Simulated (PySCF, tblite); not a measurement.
**C8H8O+ (doublet): geometry, infrared bands and EPR parameters**

Aim: predict the infrared bands and EPR parameters of C8H8O+ (doublet) (`[CH2+][C]1C=CC=C1C(C)=O`).

Computed with tblite 0.8.0 and PySCF 2.14.0, with density-fitted response routines of our own, on a single molecule in the gas phase. Atoms count from 0, in the outputs and in this text.

## 1. The molecule as given

17 atoms, charge 1, multiplicity 2; geometry from: force field or distance geometry start.

Bonds of the start (Å): C0–C1 1.48, C1–C2 1.47, C2–C3 1.35, C3–C4 1.47, C4–C5 1.33, C5–C6 1.47, C6–C7 1.51, C6–O8 1.27, C5–C1 1.47, C0–H9 1.11, C0–H10 1.09, C2–H11 1.09, C3–H12 1.08, C4–H13 1.11, C7–H14 1.10, C7–H15 1.11, C7–H16 1.11.

## 2. Optimising the geometry with GFN2-xTB

The job: settings as JSON, then the geometry in Å.

```
{"job": {"kind": "relax", "xc": "GFN2-xTB", "basis": "xTB"}, "charge": 1, "multiplicity": 2}
C     -1.654900    -1.619400    -0.065300
C     -1.276100    -0.449300     0.750900
C     -2.131400     0.710200     0.452800
C     -1.373300     1.757200     0.068900
C      0.028800     1.314200     0.133200
C      0.087500     0.046600     0.516200
C      1.289200    -0.782400     0.701100
C      2.654500    -0.188200     0.438900
O      1.173000    -1.983300     1.087400
H     -2.036400    -2.501800     0.483200
H     -1.612300    -1.647300    -1.150400
H     -3.218600     0.796100     0.491400
H     -1.723800     2.746000    -0.202300
H      0.882400     1.966600    -0.133700
H      3.127500    -0.847200    -0.310900
H      3.208700    -0.125200     1.397500
H      2.568400     0.819200    -0.019400
```

Command:

```
OMP_NUM_THREADS=1 python probes_run.py task.json out
```

This one command runs all jobs of the session in turn.

**Question.** This job is followed by: GFN2-xTB harmonic vibrations, gas phase; UKS B3LYP, pcH-1 on C H O, non-relativistic, mean-field spin-orbit, GIAO. What will the session give for the following? strongest single infrared mode (GFN2-xTB); zero-point energy (GFN2-xTB); g(iso) (B3LYP); ⟨S²⟩; largest a(iso) (averaged by class).

The runs gave:

| quantity | value |
| --- | --- |
| strongest single infrared mode (GFN2-xTB) | 1362 cm⁻¹, 225 km/mol |
| zero-point energy (GFN2-xTB) | 80.8 kcal/mol |
| g(iso) (B3LYP) | 2.00581 |
| ⟨S²⟩ | 0.765 (exact 0.75) |
| largest a(iso) (averaged by class) | 13C on C5, 34.0 MHz |

What this shows: Relaxing lowered the energy by 2.762 eV in 132 steps; the close pair that moved most is C0–C1, from 1.476 to 1.337 Å. No mode is imaginary among the 45: a minimum at this level. The strongest single mode, at 1362 cm⁻¹, is carried by C2, C5, C3. GFN2-xTB is a fitted tight-binding method: band positions and strengths are rough. Its intensities can rank the bands wrongly. The largest spin populations lie on C5 (0.46 e), C2 (0.43 e). The isotropic g lies 3.5 ppt above the free-electron value. These values are for one conformer; the search (at its own cheap level) found 2 more, at 0.00, 4.71 kcal/mol (those within 0.05 may be mirror or relabelled copies), and measured spectra average over such forms.
